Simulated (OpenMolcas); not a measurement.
# InPH6 (SMILES [PH3+][InH3-]): levels of theory compared

Aim: a comparison of 5 runs (HF/STO-3G, BHLYP/def2-SVP, BLYP/def2-SVP, PBE0/def2-SVP, CCSD(T)/def2-SVP) of InPH6. 

Program for the calculation: OpenMolcas 26.06.

## 1. The molecule

The species is InPH6 (8 atoms), meant as a singlet with charge 0. SMILES: `[PH3+][InH3-]`. Geometry: relaxed at PBE0-D4/def2-TZVP.

Bond lengths: P1–In2 2.782 Å, P1–H3 1.411 Å, P1–H4 1.411 Å, P1–H5 1.411 Å, In2–H6 1.731 Å, In2–H7 1.731 Å, In2–H8 1.731 Å. Some angles: P1–In2–H6 95.3°, P1–In2–H7 95.1°, P1–In2–H8 95.2°, In2–P1–H3 119.8°, In2–P1–H4 119.6°, In2–P1–H5 119.7°, H6–In2–H7 119.2°, H6–In2–H8 119.2°, H7–In2–H8 119.2°, H3–P1–H4 97.6°.

## 2. Energy and gradient at HF/STO-3G (run 1)

The input, geom.xyz:

```xyz
8

P     -0.593300     0.062600    -1.026600
In     0.822000    -0.099900     1.362800
H     -1.997500    -0.077200    -1.021800
H     -0.318900    -0.855700    -2.062100
H     -0.526800     1.240500    -1.800800
H      0.023300     1.240800     2.111900
H      2.376100     0.140700     0.638900
H      0.307400    -1.708800     1.741800
```

The input, run.input:

```
&GATEWAY
  BasLib
  $CurrDir
  Coord
  geom.xyz
  Basis
  STO-3G
  Group
  NoSym

&SEWARD

&SCF
  Thresholds
  1e-10 1e-07 1e-07 1e-05
  PrOrbitals
  1 1

&ALASKA
```

The basis set STO-3G is read from a file made from the Basis Set Exchange's data (not shown).

Started as:

```
$ export MOLCAS_MEM=1860
$ pymolcas run.input > run.log
```

Log:

```text
--- Start Module: gateway ---
[...]
--- Stop Module: gateway /rc=_RC_ALL_IS_WELL_ ---
[...]
      Basis functions           42
[...]
--- Start Module: scf ---
[...]
       Convergence after  11 Iterations
[...]
::    Total SCF energy                              -6023.2527976424
[...]
      Total spin, S                                     0.0000000000
[...]
      Total electronic charge=   70.000000
      Total            charge=   -0.000000
[...]
      Dipole Moment (debye):
      Origin of the operator (angstrom)=    0.4998   -0.0629    0.8188
                   X= -2.2947E+00               Y=  2.6265E-01               Z= -3.8719E+00           Total=  4.5085E+00
      Quadrupole Moment (debye*angstrom):
[...]
 *              Molecular gradients               *
 **************************************************
  Irreducible representation: a
 ------------------------------------------------------------------------------------------
                              X                       Y                       Z
 ------------------------------------------------------------------------------------------
  P1                1.22047568662875E-02   -1.38703949433783E-03    2.07052371614118E-02
  IN2               1.41145405552301E-03   -1.76513263006495E-04    2.44132557080334E-03
  H3               -2.22087435993510E-02   -2.19686612581260E-03   -2.89490172344919E-06
  H4                4.30934759863200E-03   -1.44430088401424E-02   -1.63170513029760E-02
  H5                1.00885789713911E-03    1.85866350505473E-02   -1.22845142637651E-02
  H6               -1.65955890624545E-02    2.70518381597444E-02    1.41882241687927E-02
  H7                3.07534422654694E-02    4.90993940501916E-03   -1.54796804021631E-02
  H8               -1.08835260212166E-02   -3.23449848919992E-02    6.74935396957244E-03
[...]
```

Wall time 2.7 s (1 thread of Intel Xeon Platinum 8488C (Sapphire Rapids), shared host); peak memory 0.38 GiB.

## 3. Energy and gradient at BHLYP/def2-SVP (core potential) (run 2)

The input, input.xyz:

```xyz
8

P     -0.593300     0.062600    -1.026600
In     0.822000    -0.099900     1.362800
H     -1.997500    -0.077200    -1.021800
H     -0.318900    -0.855700    -2.062100
H     -0.526800     1.240500    -1.800800
H      0.023300     1.240800     2.111900
H      2.376100     0.140700     0.638900
H      0.307400    -1.708800     1.741800
```

The input, calc.inp:

```
&GATEWAY
  BasLib = $CurrDir
  Coord = input.xyz
  Basis = def2-SVP
  Group = NoSym

&SEWARD
  GridInput
  Grid=UltraFine
  End of Grid

&SCF
  KSDFT = HYB_GGA_XC_BHANDHLYP
  Thresholds = 1e-10 1e-07 1e-07 1e-05
  PrOrbitals = 1 2

&ALASKA
```

The basis set def2-SVP is read from a file made from the Basis Set Exchange's data (not shown).

Started as:

```
$ export MOLCAS_MEM=1860
$ pymolcas calc.inp > calc.log
```

Log:

```text
--- Start Module: gateway ---
[...]
--- Stop Module: gateway /rc=_RC_ALL_IS_WELL_ ---
[...]
      Basis functions           74
[...]
--- Start Module: scf ---
[...]
       Convergence after  10 Iterations
[...]
::    Total KS-DFT energy                            -534.8401552664
[...]
      Total spin, S                                     0.0000000000
[...]
      Total electronic charge=   42.000000
      Total            charge=   -0.000000
[...]
      Dipole Moment (debye):
      Origin of the operator (angstrom)=    0.4998   -0.0629    0.8188
                   X= -2.0271E+00               Y=  2.3193E-01               Z= -3.4218E+00           Total=  3.9839E+00
      Quadrupole Moment (debye*angstrom):
[...]
 *              Molecular gradients               *
 **************************************************
  Irreducible representation: a
 ------------------------------------------------------------------------------------------
                              X                       Y                       Z
 ------------------------------------------------------------------------------------------
  P1                4.85447772869030E-03   -5.73134529802455E-04    8.17290202332099E-03
  IN2              -2.01371903980618E-03    2.21797942305146E-04   -3.38327081075107E-03
  H3               -1.18273558712900E-03    3.69799881300148E-06   -9.48588142623885E-04
  H4               -4.27132522764939E-04   -3.03867012119152E-04   -1.33880540179065E-03
  H5               -5.31655971551942E-04    5.79877591062150E-04   -1.29020656195289E-03
  H6                3.08001594341079E-04   -7.90588283436033E-04   -7.87636778727396E-04
  H7               -1.12924952281812E-03   -1.21377300017711E-04    1.15177930442689E-04
  H8                1.22013321073755E-04    9.83593593180121E-04   -5.39572257900245E-04
[...]
```

It took 18 s on 1 thread of Intel Xeon Platinum 8488C (Sapphire Rapids), shared host; peak memory 0.43 GiB.

Runs 3 to 4 aren't shown in full; the table further down has their settings and results.

## 4. A single-point energy at CCSD(T)/def2-SVP (core potential) (run 5)

The input, test.input:

```
>>> EXPORT MOLCAS_PRINT=2

&GATEWAY
 BASLIB = $CurrDir
 COORD
 8
 angstrom
 P       -0.593300       0.062600      -1.026600
 In       0.822000      -0.099900       1.362800
 H       -1.997500      -0.077200      -1.021800
 H       -0.318900      -0.855700      -2.062100
 H       -0.526800       1.240500      -1.800800
 H        0.023300       1.240800       2.111900
 H        2.376100       0.140700       0.638900
 H        0.307400      -1.708800       1.741800
 BASIS = def2-SVP
 GROUP = NoSym

&SEWARD

&SCF
 THRESHOLDS = 1e-10 1e-07 1e-07 1e-05
 PRORBITALS = 1 2

&RASSCF
 FILEORB = $Project.ScfOrb
 SPIN = 1
 NACTEL = 0 0 0
 INACTIVE = 21
 RAS2 = 0
 OUTORBITALS = Canonical
 ORBLISTING = Nothing

&MOTRA
 JOBIPH
 FROZEN = 9

&CCSDT
 CCT
 TRIPLES = 2
 ITERATIONS = 80
 ACCURACY = 1e-08
 EXTRAPOLATION = 5 4
```

The basis set def2-SVP is read from a file made from the Basis Set Exchange's data (not shown).

Started as:

```
$ export MOLCAS_MEM=1860
$ pymolcas test.input > test.log
```

Log:

```text
--- Start Module: gateway ---
[...]
--- Stop Module: gateway /rc=_RC_ALL_IS_WELL_ ---
[...]
      Basis functions           74
[...]
       Convergence after  11 Iterations
[...]
::    Total SCF energy                               -533.2790409810
[...]
      Total spin, S                                     0.0000000000
[...]
      Number of active orbitals                  0
[...]
      Spin quantum number                      0.0
[...]
      Active orbitals                            0
[...]
      Number of CSFs                             1
[...]
      Number of root(s) required                 1
[...]
      Convergence after  4 iterations
[...]
      Natural orbitals and occupation numbers for root  1
      ************************************************************************************************************************
      *                                                    Final results                                                     *
      ************************************************************************************************************************
[...]
::    RASSCF root number  1 Total energy:   -533.27904098
[...]
      Total electronic charge=   42.000000
      Total            charge=   -0.000000
[...]
      Dipole Moment (debye):
      Origin of the operator (angstrom)=    0.4998   -0.0629    0.8188
                   X= -2.0451E+00               Y=  2.3407E-01               Z= -3.4514E+00           Total=  4.0187E+00
      Quadrupole Moment (debye*angstrom):
[...]
--- Start Module: motra ---
[...]
--- Stop Module: motra /rc=_RC_ALL_IS_WELL_ ---
--- Start Module: ccsdt ---
[...]
      Convergence after                    15  Iterations
      Total energy (diff) :    -533.56996140      -0.00000000
[...]
 METHOD                       : CCSD+T(CCSD)+<T3(1)WT1> = CCSD(T)
[...]
       CCSD     =      -533.5699613974746
[...]
```

Run time: 25 s. Hardware: 1 thread of Intel Xeon Platinum 8488C (Sapphire Rapids), shared host; peak memory 0.43 GiB.

## 5. All runs side by side

```csv
run,level,integration grid,task,energy (Eh),dipole moment (D) of the reference,HOMO energy (eV),LUMO energy (eV),wall time
1,HF/STO-3G,–,gradient,-6023.252798,4.51,-7.63,8.93,2.7 s
2,BHLYP/def2-SVP (core potential),UltraFine,gradient,-534.840155,3.98,-8.60,0.45,18 s
3,BLYP/def2-SVP (core potential),UltraFine,gradient,-534.854277,3.92,-6.21,-0.93,21 s
4,PBE0/def2-SVP (core potential),UltraFine,gradient,-534.789496,4.03,-7.50,-0.25,20 s
5,CCSD(T)/def2-SVP (core potential),–,energy,-533.577204,4.02,-10.37,2.32,25 s
```

## 6. Results

| quantity | value |
| --- | --- |
| run 5: total energy | -533.57720 Eh |
| run 5: dipole moment (mean-field density) | 4.02 D |
| run 5: HOMO energy (Hartree–Fock orbitals) | -10.37 eV |
| run 5: LUMO energy (Hartree–Fock orbitals) | 2.32 eV |
| run 5: HOMO–LUMO gap (Hartree–Fock orbitals) | 12.69 eV |
| run 5: correlation energy (9 core orbitals frozen) | -298.2 mEh |
| run 5: (T) correction | -7.24 mEh |

What this shows: Over runs 1, 2, 3, 4 the dipole moment (its size) runs from 3.92 D (BLYP/def2-SVP) to 4.51 D (HF/STO-3G). The two ends differ in method and basis and core potential. Over runs 1, 2, 3, 4 the HOMO–LUMO gap runs from 5.29 eV (BLYP/def2-SVP) to 16.56 eV (HF/STO-3G). Totals of different functionals can't be ranked against each other. Some runs of one species differ in core potentials or relativity; totals across that change don't compare. In run 1 the basis is minimal, so the values are rough. In run 1 relativity is left out where basis or elements ask for it. All runs together took 87 s, the longest 25 s.
